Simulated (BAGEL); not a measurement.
**HF/3-21G (density fitting with qzvpp-jkfit) run of B2NH2OF (SMILES OB1NB1F)**

Aim: the vertical ionisation energy of B2NH2OF at HF/3-21G (density fitting with qzvpp-jkfit), from 2 runs. 

The calculation is run with BAGEL 1.2.2.

1 further run of the same task is left out (set aside as unsound or not needed). Runs told in other sessions of the task aren't counted.

## Step 1: The structure to begin with

The species is B2NH2OF (7 atoms), meant as a singlet with charge 0. As SMILES, `OB1NB1F`. The coordinates come from a PBE0-D4/def2-TZVP relaxation. This is one conformer, not always the lowest.

Bond lengths: O1–B2 1.347 Å, B2–N3 1.423 Å, B2–B4 1.598 Å, N3–B4 1.403 Å, B4–F5 1.317 Å, O1–H6 0.959 Å, N3–H7 1.012 Å. Angles: O1–B2–N3 134.0°, O1–B2–B4 171.0°, N3–B2–B4 55.0°, B2–N3–B4 68.8°, B2–B4–N3 56.2°, B2–B4–F5 168.4°, N3–B4–F5 135.4°, B2–O1–H6 112.9°, B2–N3–H7 144.6°, B4–N3–H7 146.6°.

## Step 2: The energy at HF/3-21G (density fitting with qzvpp-jkfit)

Contents of input.json:

```json
{ "bagel": [

{
  "title": "molecule",
  "basis": "3-21g",
  "df_basis": "qzvpp-jkfit",
  "angstrom": true,
  "geometry": [
    { "atom": "O", "xyz": [   -1.276700,    0.176400,    1.308100 ] },
    { "atom": "B", "xyz": [   -0.379000,    0.150200,    0.304200 ] },
    { "atom": "N", "xyz": [    0.632200,   -0.768200,   -0.094800 ] },
    { "atom": "B", "xyz": [    0.587000,    0.339700,   -0.954100 ] },
    { "atom": "F", "xyz": [    1.250000,    0.724100,   -2.025300 ] },
    { "atom": "H", "xyz": [   -1.829400,    0.960200,    1.293400 ] },
    { "atom": "H", "xyz": [    1.077200,   -1.650400,    0.122900 ] }
  ]
},
{ "title": "hf" },
{ "title": "print", "file": "orbitals.molden", "orbitals": true }

]}
```

Started as:

```bash
$ BAGEL_NUM_THREADS=1 BAGEL input.json > input.out
```

Log:

```text
* using 1 threads per process

  ===============================================================
  ===============================================================

  *** Geometry ***

  { "atom" : "O", "xyz" : [     -2.412613,      0.333348,      2.471951 ] },
  { "atom" : "B", "xyz" : [     -0.716206,      0.283837,      0.574855 ] },
  { "atom" : "N", "xyz" : [      1.194685,     -1.451688,     -0.179146 ] },
  { "atom" : "B", "xyz" : [      1.109269,      0.641940,     -1.802988 ] },
  { "atom" : "F", "xyz" : [      2.362158,      1.368351,     -3.827262 ] },
  { "atom" : "H", "xyz" : [     -3.457065,      1.814515,      2.444172 ] },
  { "atom" : "H", "xyz" : [      2.035613,     -3.118804,      0.232247 ] },

  Number of auxiliary basis functions:      417

  Since a DF basis is specified, we compute 2- and 3-index integrals:
    o Being stored without compression. Storage requirement is 0.008 GB

  Number of basis functions:       49
  Number of electrons      :       36

    * METHOD: MOLECULE                             0.10

  *** RHF ***

  === Nuclear Repulsion ===
   135.2277846472

      * DIIS with orbital gradients will be used.

  === RHF iteration (3-21g) ===
      0       -277.68225344          0.03388416           0.02
      1       -277.82597888          0.01948418           0.02
      2       -277.87943343          0.00203047           0.02
      3       -277.88107198          0.00032876           0.02
      4       -277.88112143          0.00014580           0.02
      5       -277.88112787          0.00002530           0.02
      6       -277.88112817          0.00000763           0.02
      7       -277.88112819          0.00000313           0.02
      8       -277.88112820          0.00000120           0.02
      9       -277.88112820          0.00000031           0.02
     10       -277.88112820          0.00000012           0.02
     11       -277.88112820          0.00000005           0.02
     12       -277.88112820          0.00000002           0.02
     13       -277.88112820          0.00000001           0.02
    * SCF iteration converged.

    * Permanent dipole moment:
           (    0.295396,     0.008086,    -0.341959) a.u.

    * METHOD: HF                                   0.36

    * METHOD: PRINT                                0.00

  ===============================================================
```

Run time: 0.6 s. Hardware: 1 thread of Arm Neoverse V2, shared host.

## Step 3: The doublet cation, same level

Contents of calc.json:

```json
{ "bagel" : [

{
  "title" : "molecule",
  "basis" : "3-21g",
  "df_basis" : "qzvpp-jkfit",
  "angstrom" : true,
  "geometry" : [
    { "atom" : "O", "xyz" : [      -1.276700,       0.176400,       1.308100 ] },
    { "atom" : "B", "xyz" : [      -0.379000,       0.150200,       0.304200 ] },
    { "atom" : "N", "xyz" : [       0.632200,      -0.768200,      -0.094800 ] },
    { "atom" : "B", "xyz" : [       0.587000,       0.339700,      -0.954100 ] },
    { "atom" : "F", "xyz" : [       1.250000,       0.724100,      -2.025300 ] },
    { "atom" : "H", "xyz" : [      -1.829400,       0.960200,       1.293400 ] },
    { "atom" : "H", "xyz" : [       1.077200,      -1.650400,       0.122900 ] }
  ]
},

{ "title" : "uhf", "charge" : 1, "nopen" : 1 },

{ "title" : "print", "file" : "orbitals.molden", "orbitals" : true }

]}
```

Started as:

```bash
$ BAGEL_NUM_THREADS=1 BAGEL calc.json > calc.out
```

Log:

```text
* using 1 threads per process

  ===============================================================
  ===============================================================

  *** Geometry ***

  { "atom" : "O", "xyz" : [     -2.412613,      0.333348,      2.471951 ] },
  { "atom" : "B", "xyz" : [     -0.716206,      0.283837,      0.574855 ] },
  { "atom" : "N", "xyz" : [      1.194685,     -1.451688,     -0.179146 ] },
  { "atom" : "B", "xyz" : [      1.109269,      0.641940,     -1.802988 ] },
  { "atom" : "F", "xyz" : [      2.362158,      1.368351,     -3.827262 ] },
  { "atom" : "H", "xyz" : [     -3.457065,      1.814515,      2.444172 ] },
  { "atom" : "H", "xyz" : [      2.035613,     -3.118804,      0.232247 ] },

  Number of auxiliary basis functions:      417

  Since a DF basis is specified, we compute 2- and 3-index integrals:
    o Being stored without compression. Storage requirement is 0.008 GB

  Number of basis functions:       49
  Number of electrons      :       36

    * METHOD: MOLECULE                             0.11

  *** Open-shell HF ***

  === Nuclear Repulsion ===
   135.2277846472

      * DIIS with orbital gradients will be used.

  === UHF iteration (3-21g) ===
      0       -277.31189774          0.06569949           0.04
      1       -277.45268807          0.04486787           0.04
      2       -277.49689721          0.03025249           0.04
      3       -277.52889408          0.00181075           0.04
      4       -277.52944499          0.00097607           0.04
      5       -277.52957243          0.00038176           0.04
      6       -277.52961914          0.00014211           0.04
      7       -277.52963513          0.00004090           0.04
      8       -277.52964091          0.00002074           0.04
      9       -277.52964377          0.00001369           0.04
     10       -277.52964601          0.00000955           0.04
     11       -277.52964765          0.00000409           0.04
     12       -277.52964792          0.00000221           0.04
     13       -277.52964797          0.00000153           0.04
     14       -277.52964797          0.00000122           0.04
     15       -277.52964799          0.00000067           0.04
     16       -277.52964799          0.00000045           0.04
     17       -277.52964799          0.00000032           0.04
     18       -277.52964800          0.00000018           0.04
     19       -277.52964800          0.00000006           0.04
     20       -277.52964800          0.00000003           0.04
     21       -277.52964800          0.00000002           0.04
     22       -277.52964800          0.00000001           0.04
    * SCF iteration converged.

    * S^2 (UHF) is 0.7568

    * Permanent dipole moment:
           (    0.602488,    -0.290956,    -0.445570) a.u.

    * METHOD: UHF                                  1.00

    * METHOD: PRINT                                0.00

  ===============================================================
```

Wall time 1.2 s (1 thread of Arm Neoverse V2, shared host).

## Step 4: Summary of results

At HF/3-21G (density fitting with qzvpp-jkfit):

| quantity | value |
| --- | --- |
| singlet B2NH2OF: total energy | -277.88113 Eh |
| singlet B2NH2OF: dipole moment | 1.15 D |
| singlet B2NH2OF: HOMO energy | -10.44 eV |
| singlet B2NH2OF: LUMO energy | 4.68 eV |
| singlet B2NH2OF: HOMO–LUMO gap | 15.12 eV |
| doublet cation: total energy | -277.52965 Eh |
| doublet cation: ⟨S²⟩ | 0.757 |
| vertical ionisation energy (to the doublet cation) | 9.564 eV |

What this shows: Removing an electron at fixed nuclei costs 9.56 eV (923 kJ/mol). −ε(HOMO) before ionisation, 10.44 eV, is 0.88 eV above this ionisation energy.
